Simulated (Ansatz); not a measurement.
# Zn2SiH2O5 (Hemimorphite): further runs on the relaxed cell

An exercise on one series of results from a longer session: the logs are not shown, and one member is left open.

Computed with Ansatz 0.2.0 (DFT PBEsol, scalar-relativistic, plane waves, PAW, unless a step's input says otherwise).

## The structure to begin with

The structure is orthorhombic, space group Imm2 (No. 44). Conventional cell: a = 8.421 Å, b = 10.743 Å, c = 5.063 Å, α = 90.00°, β = 90.00°, γ = 90.00°. Zn (site symmetry 1) is surrounded by 4 O at 1.94 to 1.96 Å. Around Si (site symmetry m) lie 4 O at 1.63 to 1.64 Å. H (site symmetry m) has 1 O at 0.98 Å as nearest neighbours. Around O (site symmetry 1) lie 1 Si at 1.63 Å and 2 Zn at 1.95 Å. Around O (site symmetry m) lie 1 Si at 1.63 Å and 2 Zn at 1.96 Å. O (site symmetry m) has 1 H at 0.98 Å as nearest neighbours. Around O (site symmetry mm2) lie 2 Si at 1.64 Å. Only part of the 9 independent sites is listed.

As a file:

```cif
data_structure
_symmetry_space_group_name_H-M 'Imm2'
_symmetry_Int_Tables_number 44
_cell_length_a 8.4206
_cell_length_b 10.7431
_cell_length_c 5.0627
_cell_angle_alpha 90.000
_cell_angle_beta 90.000
_cell_angle_gamma 90.000
_cell_volume 457.99
loop_
_atom_site_label
_atom_site_type_symbol
_atom_site_symmetry_multiplicity
_atom_site_Wyckoff_symbol
_atom_site_fract_x
_atom_site_fract_y
_atom_site_fract_z
_atom_site_occupancy
Zn1 Zn 8 e 0.20393 0.83898 0.99738 1
Si1 Si 4 d 0.50000 0.35369 0.99017 1
H1 H 4 c 0.38007 0.00000 0.82086 1
H2 H 4 c 0.41036 0.00000 0.34655 1
O1 O 8 e 0.66116 0.29376 0.86344 1
O2 O 4 d 0.50000 0.33639 0.30950 1
O3 O 4 c 0.30743 0.00000 0.97259 1
O4 O 2 a 0.00000 0.00000 0.39852 1
O5 O 2 b 0.50000 0.00000 0.47138 1
```

It is the result of an earlier relaxation at this level (volume 11.45 Å³/atom; gap on the mesh: 3.22 eV).

The first run:

Input file input.yaml:

```yaml
crystal:
  lattice:
    - [-4.1677692269, 5.3172910954, 2.5057903278]
    - [4.1677692269, -5.3172910954, 2.5057903278]
    - [4.1677692269, 5.3172910954, -2.5057903278]
  atoms:
    - { symbol: Zn, position: [0.1636401407, 0.2065524759, 0.3649493669] }
    - { symbol: Zn, position: [0.841603109, 0.7986907738, 0.6350506331] }
    - { symbol: Zn, position: [0.1636401407, 0.7986907738, 0.9570876648] }
    - { symbol: Zn, position: [0.841603109, 0.2065524759, 0.0429123352] }
    - { symbol: Si, position: [0.6561464445, 0.509834101, 0.1463123435] }
    - { symbol: Si, position: [0.3635217576, 0.509834101, 0.8536876565] }
    - { symbol: H, position: [0.1791380104, 0.5592104225, 0.3800724121] }
    - { symbol: H, position: [0.1791380104, 0.7990655983, 0.6199275879] }
    - { symbol: H, position: [0.6534488096, 0.0638089283, 0.4103601187] }
    - { symbol: H, position: [0.6534488096, 0.2430886909, 0.5896398813] }
    - { symbol: O, position: [0.8427989576, 0.7977194772, 0.3673971061] }
    - { symbol: O, position: [0.4303223712, 0.4754018515, 0.6326028939] }
    - { symbol: O, position: [0.8427989576, 0.4754018515, 0.0450794804] }
    - { symbol: O, position: [0.4303223712, 0.7977194772, 0.9549205196] }
    - { symbol: O, position: [0.3541137211, 0.1905048951, 0.163608826] }
    - { symbol: O, position: [0.0268960691, 0.1905048951, 0.836391174] }
    - { symbol: O, position: [0.0274094491, 0.3348347327, 0.3074252836] }
    - { symbol: O, position: [0.0274094491, 0.7199841655, 0.6925747164] }
    - { symbol: O, position: [0.6014831133, 0.6014831133, 0.0] }
    - { symbol: O, position: [0.5286171993, 0.0286171993, 0.5] }
basis:
  ecutwfc: 420
kpoints:
  mp_grid: { grid: [6, 6, 6] }
hamiltonian:
  xc: pbesol
scf:
  occupations: { method: gaussian, width: 0.02 }
output:
  forces: true
  stress: true
  eigenvalues: true
relax:
  adjacent_minimum: "off"
  f_tol: 0.01
  max_steps: 30
  cell: { stress_tol: 0.1, fix: [volume] }
```

Launch:

```sh
$ ansatz run input.yaml --threads 8 --pin off --max-ram 22528MiB --backend cpu --events-out ev --progress --plain --runs-dir out
```

Among the steps run: The cell scaled to 0.97 of its volume; The cell scaled to 1.03 of its volume; Point at V/V0 = 0.94; Volume × 1.06; Volume × 0.91; Point at V/V0 = 1.10; The cell scaled to 0.88 of its volume.

One table of the session follows, with a row left open; its other results are not shown here.

It belongs to the step «Equation of state». 

| volume (Å³/atom) | energy above the lowest point (meV/atom) | pressure (GPa) | gap on the mesh (eV) |
| --- | --- | --- | --- |
| 10.076 | 49.3 | 12.63 | 3.38 |
| 10.419 | ? | ? | ? |
| 10.763 | 11.1 | 5.49 | 3.33 |
| 11.106 | 2.6 | 2.55 | 3.28 |
| 11.450 | 0.0 | 0.00 | 3.22 |
| 11.793 | 2.5 | -2.25 | 3.16 |
| 12.137 | 9.4 | -4.22 | 3.08 |
| 12.595 | 24.8 | -6.47 | 2.96 |

Estimate the missing values for volume (Å³/atom) = 10.419.

Worked estimate for «energy above the lowest point (meV/atom)». A straight line through the neighbours (10.076, 49.3) and (10.763, 11.1) gives 49.3 + (11.1 − 49.3) × (10.419 − 10.076) / (10.763 − 10.076) = 30.2; a parabola fitted to 3 rows on both sides gives 26.7.

As computed: energy above the lowest point (meV/atom): 26.4; pressure (GPa): 8.87; gap on the mesh (eV): 3.37. In «energy above the lowest point (meV/atom)» the line misses by +3.8 and the parabola by +0.3.
